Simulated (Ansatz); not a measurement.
**BaFeO3 (Pm-3m): Heisenberg exchange couplings from a Python script**

A script is to give the Heisenberg exchange couplings; the system is BaFeO3 (Pm-3m).

The COD entry's cell or inner coordinates are ideal or old and differ from later refinements, so a difference from it is no clean test against experiment.

Program: Ansatz 0.2.0, driven from Python. Level of theory: DFT LDA, plane waves, PAW. These are calculated values, not measurements.

## Step 1: The system

The structure is cubic, space group Pm-3m (No. 221). Conventional cell: a = 4.020 Å, b = 4.020 Å, c = 4.020 Å, α = 90.00°, β = 90.00°, γ = 90.00°. Ba (site symmetry m-3m) is surrounded by 12 O at 2.84 Å. Fe (site symmetry m-3m) is surrounded by 6 O at 2.01 Å. Around O (site symmetry 4/mmm) lie 2 Fe at 2.01 Å and 4 Ba at 2.84 Å.

The script reads bafeo3.cif:

```cif
data_BaFeO3
_cell_length_a 4.020000
_cell_length_b 4.020000
_cell_length_c 4.020000
_cell_angle_alpha 90.00000
_cell_angle_beta 90.00000
_cell_angle_gamma 90.00000
_symmetry_space_group_name_H-M 'P 1'
_symmetry_Int_Tables_number 1
loop_
_symmetry_equiv_pos_as_xyz
'x, y, z'
loop_
_atom_site_label
_atom_site_type_symbol
_atom_site_fract_x
_atom_site_fract_y
_atom_site_fract_z
Ba1 Ba    0.000000    0.000000    0.000000
Fe2 Fe    0.500000    0.500000    0.500000
O3 O    0.500000    0.500000    0.000000
O4 O    0.000000    0.500000    0.500000
O5 O    0.500000    0.000000    0.500000
```

## Step 2: Script

jij.py reads:

```python
"""Pair couplings between the moments of BaFeO3."""

import logging
import sys
import warnings

import ansatz as az
from ase.io import read
import numpy as np

logging.basicConfig(stream=sys.stdout, format="%(name)s: %(message)s")
logger = logging.getLogger("ansatz_job")
logger.setLevel(logging.INFO)


def main() -> None:
    warnings.simplefilter("ignore", az.DeckWarning)

    atoms = read("bafeo3.cif")
    bafeo3 = az.Crystal.from_ase(atoms).moments(Fe=3.5)

    calculation = (
        bafeo3.calculation()
        .occupations(az.OccupationsMethod.GAUSSIAN)
        .spin("collinear")
        .kpoints(spacing=0.22)
        .functional("LDA")
        .basis(470)
        .eigenstates(nscf_kmesh=(6, 6, 6))
        .exchange_couplings(magnetic=["Fe"])
    )
    couplings = calculation.run(threads=1).exchange_couplings().to_plain()
    for atom in couplings["atoms"]:
        print(atom["site"]["symbol"], atom["role"], "moment", round(atom["moment_mub"], 3), "muB")
    shells = {}
    for pair in couplings["pairs"]:
        key = (pair["site"], pair["partner"], round(float(np.linalg.norm(pair["displacement_ang"])), 2))
        shells.setdefault(key, []).append(1000 * pair["coupling_ev"])
    logger.info("site partner distance (A)  count  mean J (meV)")
    for (i, j, d), values in sorted(shells.items(), key=lambda item: item[0][2])[:8]:
        logger.info(f"{i:4d} {j:7d} {d:12.2f} {len(values):6d} {np.mean(values):13.3f}")
    print("mean-field order:", couplings["mean_field_order"])


if __name__ == "__main__":
    main()
```

## Step 3: The calls as engine input

The engine receives this input:

```yaml
crystal:
  lattice:
    - [4.02, 0.0, 0.0]
    - [0.0, 4.02, 0.0]
    - [0.0, 0.0, 4.02]
  atoms:
    - { symbol: Ba, position: [0.0, 0.0, 0.0] }
    - { symbol: Fe, position: [0.5, 0.5, 0.5] }
    - { symbol: O, position: [0.5, 0.5, 0.0] }
    - { symbol: O, position: [0.0, 0.5, 0.5] }
    - { symbol: O, position: [0.5, 0.0, 0.5] }
basis:
  ecutwfc: 470.0
kpoints:
  mp_grid:
    kspacing: 0.22
hamiltonian:
  xc: lda
magnetization:
  spin_polarized: true
  per_species:
    Fe: 3.5
scf:
  occupations:
    method: gaussian
output:
  eigenstates:
    nscf_kmesh:
      grid: [6, 6, 6]
    exchange_couplings:
      magnetic:
        - { species: Fe }
```

## Step 4: Running it

On the command line:

```console
$ python jij.py
```

Q: Predict the main results. Wanted: free energy; gap on the mesh; moment, net / absolute.

As calculated:

| quantity | value |
| --- | --- |
| free energy | -11867.5119 eV (-2373.5024 eV/atom) |
| gap on the mesh | none |
| moment, net / absolute | 3.73 / 3.77 μB per cell |

**Reading.** The mesh shows no gap. Reading the output:
- With one magnetic atom the cell can hold only ferromagnetic order.
- Of the deposited cell: the entry's cell lengths or inner coordinates differ somewhat from later room-temperature determinations.
- Without a Hubbard U or exact exchange, semilocal functionals often make such 3d compounds metallic or too weakly gapped.
- The couplings are those of E = -sum over i != j of J_ij e_i.e_j for unit vectors, so J > 0 favours parallel moments. Couplings oscillate with the k-mesh and hold for small turns from this magnetic state; mean-field temperatures overestimate ordering, and where the couplings favour a wavevector other than zero the state started from isn't the stable order.
